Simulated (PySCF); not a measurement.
# KLi⁺: spin, charge, geometry and surroundings

How does KLi⁺ answer to another spin, charge, distance or environment?

Computed with PySCF 2.14.0. Level: method and basis as typed in the scripts.

### Step 1. The starting structure

KLi⁺: 2 atoms, charge 1, spin multiplicity 2.

No contacts short enough for the rule that draws bonds.

### Step 2. The base run

Input file input.py:

```python
from pyscf import gto, scf
from pyscf.hessian import thermo

mol = gto.M(
    atom='K 0 0 0; Li 0 0 3.33',
    basis='x2c-svpall',
    charge=1,
    spin=1,
    verbose=3,
)
mf = scf.UHF(mol)
mf = mf.sfx2c1e()
mf.kernel()
hess = mf.Hessian().kernel()
print('wavenumber (cm^-1) =', thermo.harmonic_analysis(mol, hess)['freq_wavenumber'].round(1))
mf.dip_moment()
print('orbital energies (hartree):', [e[max(0, n-3):n+3].round(4) for e, n in zip(mf.mo_energy, mol.nelec)])
```

Run with:

```console
$ OMP_NUM_THREADS=1 python input.py
```

Its log is not repeated here.

In short: E(SCF) = -608.652313 Eh, ⟨S²⟩ = 0.750, wavenumbers 243 cm⁻¹.

The bond length is a typed value, not an optimised one, so the wavenumber is not that of the minimum. The dipole of an ion depends on the origin.

### Step 3. Bond 4.162 Å

Variant 1 changes bond length: 3.33 Å → 4.162 Å.

Input file input.py:

```python
from pyscf import gto, scf
from pyscf.hessian import thermo

mol = gto.M(
    atom='K 0 0 0; Li 0 0 4.162',
    basis='x2c-svpall',
    charge=1,
    spin=1,
    verbose=3,
)
mf = scf.UHF(mol)
mf = mf.sfx2c1e()
mf.kernel()
hess = mf.Hessian().kernel()
print('wavenumber (cm^-1) =', thermo.harmonic_analysis(mol, hess)['freq_wavenumber'].round(1))
mf.dip_moment()
print('orbital energies (hartree):', [e[max(0, n-3):n+3].round(4) for e, n in zip(mf.mo_energy, mol.nelec)])
```

Run with:

```console
$ OMP_NUM_THREADS=1 python input.py
```

### Step 4. PCM, ε = 4.71

Variant 2 changes solvent: none (gas phase) → PCM, ε = 4.71; step after the SCF: frequency → analyze.

Input file input.py:

```python
from pyscf import gto, scf, solvent

mol = gto.M(
    atom='K 0 0 0; Li 0 0 3.33',
    basis='x2c-svpall',
    charge=1,
    spin=1,
    verbose=3,
)
mf = scf.UHF(mol)
mf = mf.sfx2c1e()
mf = solvent.PCM(mf)
mf.with_solvent.eps = 4.71
mf.kernel()
mf.analyze()
print('orbital energies (hartree):', [e[max(0, n-3):n+3].round(4) for e, n in zip(mf.mo_energy, mol.nelec)])
```

### Step 5. Bond 4.995 Å

Variant 3 changes bond length: 3.33 Å → 4.995 Å.

Edit input.py of step 2 so:

```diff
@@ -4,3 +4,3 @@
 mol = gto.M(
-    atom='K 0 0 0; Li 0 0 3.33',
+    atom='K 0 0 0; Li 0 0 4.995',
     basis='x2c-svpall',
```

### Step 6. Bond 3.73 Å

Variant 4 changes bond length: 3.33 Å → 3.73 Å.

Edit input.py of step 2 so:

```diff
@@ -4,3 +4,3 @@
 mol = gto.M(
-    atom='K 0 0 0; Li 0 0 3.33',
+    atom='K 0 0 0; Li 0 0 3.73',
     basis='x2c-svpall',
```

### Step 7. Quartet

Variant 5 changes spin (2S): 1 → 3.

Edit input.py of step 2 so:

```diff
@@ -7,3 +7,3 @@
     charge=1,
-    spin=1,
+    spin=3,
     verbose=3,
```

Q: Predict the outcome of this session. Wanted: for each run, E(SCF); from base; gap, α spin; after the SCF.

The runs gave:

| run | E(SCF) (hartree) | from base (eV) | gap, α spin (eV) | after the SCF |
| --- | --- | --- | --- | --- |
| base | -608.652313 | 0 | 6.76 | highest mode 243 cm⁻¹ |
| bond 4.162 Å | -608.659154 | -0.1861 | 6.00 | highest mode 136 cm⁻¹ |
| PCM, ε = 4.71 | -608.714165 | -1.6831 | 6.35 | n/a |
| bond 4.995 Å | -608.654663 | -0.0639 | 5.11 | highest mode 48 cm⁻¹ |
| bond 3.73 Å | -608.658033 | -0.1556 | 6.43 | highest mode 187 cm⁻¹ |
| quartet | -607.875892 | +21.1275 | 4.76 | highest mode 278 cm⁻¹ |

**Reading.** Of the runs whose energies can be compared, “quartet” moves the SCF energy most (+21.128 eV). A continuum solvent with ε = 4.71 lowers the energy by 1.683 eV, a large gain because the system is charged. The quartet solution found lies 21.13 eV above the base doublet at this geometry and level. With bond 4.995 Å the frontier gap moves by over 1.5 eV, which can mean another electronic state rather than the bond length alone.
